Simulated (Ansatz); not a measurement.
# FeCu: a single-point run

Wanted: a converged single-point run for FeCu, and a check of what comes out. The structure is shown as the input types it.

Computed with Ansatz 0.2.0 (DFT, PBE, PAW with Ansatz's default frozen-core files, scalar-relativistic, unless a step's input says otherwise).

### 1 Starting point

It takes space group Cmmm (No. 65, orthorhombic). Conventional cell: a = 2.301 Å, b = 3.181 Å, c = 3.311 Å, α = 90.00°, β = 90.00°, γ = 90.00°. Fe (site symmetry mmm) is surrounded by 4 Fe at 1.96 Å and 4 Cu at 2.02 Å. Cu (site symmetry mmm) has 4 Cu at 1.96 Å and 4 Fe at 2.02 Å as nearest neighbours.

Coordinates:

```
CELL_PARAMETERS angstrom
1.15062 -1.59035 0.00000
1.15062 1.59035 0.00000
0.00000 0.00000 3.31051
ATOMIC_POSITIONS crystal
Fe 0.00000 0.00000 0.00000
Cu 0.50000 0.50000 0.50000
```

### 2 The calculation

Input file input.yaml:

```yaml
crystal:
  lattice:
    - [1.1506176, -1.5903472, 0.0]
    - [1.1506176, 1.5903472, 0.0]
    - [0.0, 0.0, 3.310508]
  atoms:
    - { symbol: Fe, position: [0.0, 0.0, 0.0], spin: 3.14 }
    - { symbol: Cu, position: [0.5, 0.5, 0.5] }
magnetization:
  spin_polarized: true
  initial_magnetization: 3.14
  spin_locking: { lock_magnetization: hard }
kpoints:
  mp_grid: { grid: [12, 12, 7] }
scf:
  occupations: { method: fermi_dirac, width: 0.03 }
  lower_state_search: "off"
  max_iter: 100
hamiltonian:
  xc: pbe
  pseudopotentials: { kind: paw }
output:
  forces: true
  stress: true
  eigenvalues: true
```

On the command line:

```console
$ ansatz run input.yaml --threads 1 --pin off --max-ram 3072MiB --backend cpu --events-out ev --progress --plain --runs-dir out
```

**Question.** How will this run end, and is anything wrong with its input?

The run converged and reported no error, with warnings (stress scf threshold loose). It gives a pressure of 577 GPa, which is large; a structure far from rest gives such values too, whatever the setting.

The structure is squeezed far below its natural size. The shortest distance in the input is 1.96 Å.

Remedy: restore the intended size.
